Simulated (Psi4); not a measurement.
**CH6GeO (SMILES C[O][GeH3]) at HF/STO-3G**

Aim: the vertical singlet–triplet gap of CH6GeO at HF/STO-3G, from 2 runs. 

The calculation is run with Psi4 1.11.

1 further run of the same task is left out (set aside as unsound or not needed).

## 1. The molecule

CH6GeO has 9 atoms, charge 0, and is taken as a singlet. As SMILES, `C[O][GeH3]`. The coordinates come from a PBE0-D4/def2-TZVP relaxation.

Bond lengths: C1–O2 1.406 Å, O2–Ge3 1.779 Å, C1–H4 1.093 Å, C1–H5 1.099 Å, C1–H6 1.099 Å, Ge3–H7 1.542 Å, Ge3–H8 1.531 Å, Ge3–H9 1.542 Å. Some angles: C1–O2–Ge3 117.8°, O2–C1–H4 108.1°, O2–C1–H5 112.2°, O2–C1–H6 112.2°, O2–Ge3–H7 108.9°, O2–Ge3–H8 104.9°, O2–Ge3–H9 108.9°, H4–C1–H5 108.0°, H4–C1–H6 108.0°, H5–C1–H6 108.1°.

## 2. Energy and gradient at HF/STO-3G

calc.inp

```
memory 1600 mb

molecule {
  0 1
  C
  O 1 1.405623
  Ge 2 1.779313 1 117.80494
  H 1 1.0926 2 108.07752 3 179.97575
  H 1 1.09865 4 108.03908 2 121.62982
  H 1 1.098662 4 108.03305 5 116.75839
  H 3 1.54183 2 108.94596 1 -59.79833
  H 3 1.530709 7 112.07007 2 115.66227
  H 3 1.541783 8 112.06868 7 -123.84426
  symmetry c1
}

set {
  basis STO-3G
  puream true
  e_convergence 1e-09
  d_convergence 1e-08
  scf_type pk
}

gradient("hf")
```

The run is started by

```bash
$ psi4 -n 1 calc.inp calc.out
```

calc.out:

```text
[...]
  Running in c1 symmetry.
[...]
  Nuclear repulsion =  205.435286236628883
[...]
  Multiplicity = 1
[...]
  Nalpha       = 26
  Nbeta        = 26
[...]
    Number of basis functions: 34
[...]
   @RHF iter   1: -2166.19876223453957   -4.37124e+00   1.84206e-02 ADIIS/DIIS
[...]
   @RHF iter  11: -2166.50188656594810   -5.00222e-12   1.52202e-09 DIIS
[...]
    Orbital Energies [Eh]
    ---------------------
    Doubly Occupied:
       1A   -400.576946     2A    -50.419703     3A    -45.483775
       4A    -45.483402     5A    -45.483383     6A    -20.185648
       7A    -11.077607     8A     -6.502370     9A     -4.544345
      10A     -4.543190    11A     -4.542955    12A     -1.243134
      13A     -0.861917    14A     -0.685300    15A     -0.685229
      16A     -0.683935    17A     -0.681644    18A     -0.681351
      19A     -0.660793    20A     -0.567125    21A     -0.555147
      22A     -0.493489    23A     -0.433668    24A     -0.418303
      25A     -0.332197    26A     -0.315615
[...]
  @RHF Final Energy: -2166.50188656594810
   => Energetics <=
    Nuclear Repulsion Energy =            205.4352862366288832
    One-Electron Energy =               -3447.5900029498934600
    Two-Electron Energy =                1075.6528301473163083
    Total Energy =                      -2166.5018865659480980
[...]
 Multipole Moments:
 ------------------------------------------------------------------------------------
     Multipole            Electronic (a.u.)      Nuclear  (a.u.)        Total (a.u.)
 ------------------------------------------------------------------------------------
 L = 1.  Multiply by 2.5417464519 to convert [e a0] to [Debye]
 Dipole X            :         -0.0001924            0.0001592           -0.0000332
 Dipole Y            :         -5.4876810            4.9833360           -0.5043450
 Dipole Z            :          8.3308616           -8.4095727           -0.0787111
 Magnitude           :                                                    0.5104501
[...]
  -Total Gradient:
     Atom            X                  Y                   Z
    ------   -----------------  -----------------  -----------------
       1       -0.000042608075     0.008544327428     0.007953887701
       2        0.000020754100     0.009922980867    -0.030562350184
       3        0.000007010682     0.012234484988     0.000193887099
       4        0.000009262466    -0.000720011561     0.002632983332
       5       -0.002178208304    -0.001047075227     0.003562386856
       6        0.002193528833    -0.001039095607     0.003575879541
       7       -0.032175092282    -0.018865748175    -0.012012061248
       8       -0.000016511019     0.009813759667     0.036635589125
       9        0.032181863599    -0.018843622350    -0.011980202211
[...]
```

It took 3.9 s on 1 thread of Intel Xeon Platinum 8259CL at 2.50GHz (Skylake/Cascade Lake), shared host; peak memory 0.2 GiB.

## 3. The triplet: a single-point energy at UHF/STO-3G

calc.in

```
memory 1600 MB

molecule {
  0 3
  C     -0.461600     0.939500    -0.879600
  O     -0.657300    -0.383600    -0.447300
  Ge     0.409500    -1.004400     0.834300
  H     -1.194400     1.152600    -1.661500
  H      0.540900     1.094500    -1.301500
  H     -0.607700     1.666800    -0.069200
  H      1.870200    -0.939000     0.345100
  H     -0.054100    -2.444000     1.070300
  H      0.242900    -0.128600     2.092200
  symmetry c1
  no_reorient
  no_com
}

set basis STO-3G
set reference uhf
set puream true
set e_convergence 1e-09
set d_convergence 1e-08
set scf_type pk
set maxiter 100

energy("scf")
```

The run is started by

```bash
$ psi4 calc.in calc.out -n 1
```

calc.out:

```text
[...]
  Running in c1 symmetry.
[...]
  Nuclear repulsion =  205.435326497741102
[...]
  Multiplicity = 3
[...]
  Nalpha       = 27
  Nbeta        = 25
[...]
    Number of basis functions: 34
[...]
   @UHF iter   1: -2165.79225921164289   -3.96474e+00   1.98759e-02 ADIIS/DIIS
[...]
   @UHF iter  15: -2166.23812040409211   -4.54747e-13   8.69459e-09 DIIS
[...]
   @S^2 Observed:                2.005786441E+00
[...]
    Orbital Energies [Eh]
    ---------------------
    Alpha Occupied:
       1A   -400.461736     2A    -50.309221     3A    -45.374246
       4A    -45.371861     5A    -45.371631     6A    -20.420396
       7A    -11.111351     8A     -6.402168     9A     -4.448199
      10A     -4.441350    11A     -4.441026    12A     -1.450751
      13A     -0.929005    14A     -0.713975    15A     -0.699916
      16A     -0.632473    17A     -0.604775    18A     -0.581307
      19A     -0.579555    20A     -0.577118    21A     -0.574825
      22A     -0.545928    23A     -0.516289    24A     -0.479709
      25A     -0.371658    26A     -0.371585    27A      0.027008
    Alpha Virtual:
[...]
  @UHF Final Energy: -2166.23812040409211
   => Energetics <=
    Nuclear Repulsion Energy =            205.4353264977411015
    One-Electron Energy =               -3449.0257625111935340
    Two-Electron Energy =                1077.3523156093601756
    Total Energy =                      -2166.2381204040921148
  UHF NO Occupations:
  HONO-2 :   25  A 1.9988912
  HONO-1 :   26  A 1.0000000
[...]
 Multipole Moments:
 ------------------------------------------------------------------------------------
     Multipole            Electronic (a.u.)      Nuclear  (a.u.)        Total (a.u.)
 ------------------------------------------------------------------------------------
 L = 1.  Multiply by 2.5417464519 to convert [e a0] to [Debye]
 Dipole X            :        -11.4421167           11.0998733           -0.3422434
 Dipole Y            :         55.8797259          -55.1238780            0.7558479
 Dipole Z            :        -35.2837231           34.6141134           -0.6696096
 Magnitude           :                                                    1.0662146
[...]
```

Run time: 2.9 s. Hardware: 1 thread of Intel Xeon Platinum 8259CL at 2.50GHz (Skylake/Cascade Lake), shared host; peak memory 0.2 GiB.

## 4. Results

At HF/STO-3G:

| quantity | value |
| --- | --- |
| singlet: total energy | -2166.50189 Eh |
| singlet: dipole moment | 1.30 D |
| singlet: HOMO energy | -8.59 eV |
| singlet: LUMO energy | 11.82 eV |
| singlet: HOMO–LUMO gap | 20.40 eV |
| singlet: largest force on an atom | 2.015 eV/Å |
| triplet: total energy | -2166.23812 Eh |
| triplet: dipole moment | 2.71 D |
| triplet: HOMO energy (highest over α and β) | 0.73 eV |
| triplet: LUMO energy (lowest over α and β) | 6.23 eV |
| triplet: ⟨S²⟩ | 2.006 |
| vertical energy of the triplet above the singlet | 7.177 eV |

At this shape the triplet lies 7.18 eV (693 kJ/mol) above the singlet. The largest force (singlet) is 2.01 eV/Å: the shape isn't a stationary point for this species at this level. In a minimal basis such a difference can be off by several eV, whatever the method.
